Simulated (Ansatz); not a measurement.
# HfO (triplet): from Hartree-Fock to the top rungs, def2-TZVPP

The task here is to estimate one member of a computed series from the others.

Method: def2-TZVPP, core rule «outside noble gas», up to 5 orbitals frozen; program: Ansatz 0.2.0, Gaussian basis.

The runs, in order: UHF; ROHF; CCSD(T) on UHF.

### What is computed

The geometry is a PBE0/def2-TZVP stationary point (not a proven minimum) of the parent state, kept for this charge and spin. No spin-orbit coupling is included. Elements past krypton take def2 core potentials.

2 atoms, charge 0, spin multiplicity 3.

Atoms are counted from 1 here; the program's logs count them from 0.

Bond lengths: Hf1–O2 1.996 Å.

As a file:

```xyz
2
charge 0, multiplicity 3
Hf    0.00000    0.00000    0.00000
O     0.00000    0.00000    1.99560
```

The first run:

Contents of in.yaml:

```yaml
crystal:
  periodic: [false, false, false]
  atoms:
    - {symbol: Hf, position_ang: [0.000000, 0.000000, 0.000000]}
    - {symbol: O, position_ang: [0.000000, 0.000000, 1.995600]}
basis:
  gaussian: {orbitals: def2-TZVPP}
magnetization: {spin_polarized: true, initial_magnetization: 2}
hamiltonian: {xc: hf}
output: {orbitals: {seedname: orbitals}}
```

The run is started by

```
ansatz run in.yaml --threads 1 --pin off --events-out ev --progress --plain --max-ram 2816MiB --backend cpu
```

Among the steps run: UHF; ROHF; CCSD(T) on UHF.

One of the session's tables, all rows but one given; the rest of the session is left out.

```
  method  from UCCSD(T) (kcal/mol)
    ROHF                   +219.13
     UHF                   +215.21
    UMP2                     +6.62
   UCCSD                         ?
UCCSD(T)                         0
```

**Question.** Estimate the row for UCCSD.

The run gave: from UCCSD(T) (kcal/mol): +15.22. In the column «from UCCSD(T) (kcal/mol)» it lies between UMP2 (+6.62) and UHF (+215.21).

Limits of these values: The determinant is far from a pure spin state, so its energy mixes those of several spin states (harmless only where they are near-degenerate, as at dissociation). Warnings: spin contamination; coupled cluster took another determinant than the lowest.
